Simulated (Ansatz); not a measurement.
# NiO: the cost of one run

Computed with Ansatz 0.2.0 (DFT PBE+U (U_eff = 6.2 eV on Ni 3d), scalar-relativistic, plane waves, PAW, unless a step's input says otherwise).

### 1 The starting structure

It takes space group Fm-3m (No. 225, cubic). The conventional cell has a = 4.278 Å, b = 4.278 Å, c = 4.278 Å, α = 90.00°, β = 90.00°, γ = 90.00°. Ni (site symmetry m-3m) is surrounded by 6 O at 2.14 Å. O (site symmetry m-3m) has 6 Ni at 2.14 Å as nearest neighbours.

Coordinates:

```
CELL_PARAMETERS angstrom
0.00000 2.13883 2.13883
2.13883 0.00000 2.13883
2.13883 2.13883 0.00000
ATOMIC_POSITIONS crystal
Ni 0.00000 0.00000 0.00000
O 0.50000 0.50000 0.50000
```

An earlier run at PBE+U (U_eff = 6.2 eV on Ni 3d) left this cell at 9.784 Å³/atom and 0.13 GPa (8×8×8 mesh).

### 2 Antiferromagnetic, propagation vector (1, 0, 0)

input.yaml reads:

```yaml
crystal:
  lattice:
    - [0.0, 2.1388312899, -2.1388312899]
    - [0.0, 2.1388312899, 2.1388312899]
    - [4.2776625798, 0.0, 0.0]
  atoms:
    - { symbol: Ni, position: [0.0, 0.0, 0.0], spin: 2.0 }
    - { symbol: O, position: [0.0, 1.0, 0.5] }
    - { symbol: Ni, position: [0.5, 0.5, 0.5], spin: -2.0 }
    - { symbol: O, position: [0.5, 1.5, 1.0] }
basis:
  ecutwfc: 300
  ecutrho_ratio: 4
kpoints:
  mp_grid: { grid: [4, 4, 4] }
hamiltonian:
  xc: pbe
  hubbard: { sites: [{ species: Ni, l: d, u_eff: 6.2 }] }
scf:
  occupations: { method: gaussian, width: 0.05 }
output:
  forces: true
  stress: true
  eigenvalues: true
  populations: true
  hubbard: { sites: [{ species: Ni, l: d }] }
magnetization:
  spin_polarized: true
```

The run is started by

```
$ ansatz run input.yaml --threads 1 --pin off --max-ram 2560MiB --backend cpu --events-out ev --progress --plain --runs-dir out
```

**Question.** How long does this run take on 1 thread of Intel Xeon 6975P-C (Granite Rapids), shared host, and how much memory does it need?

About 3.9 s, with a peak of 0.43 GiB.
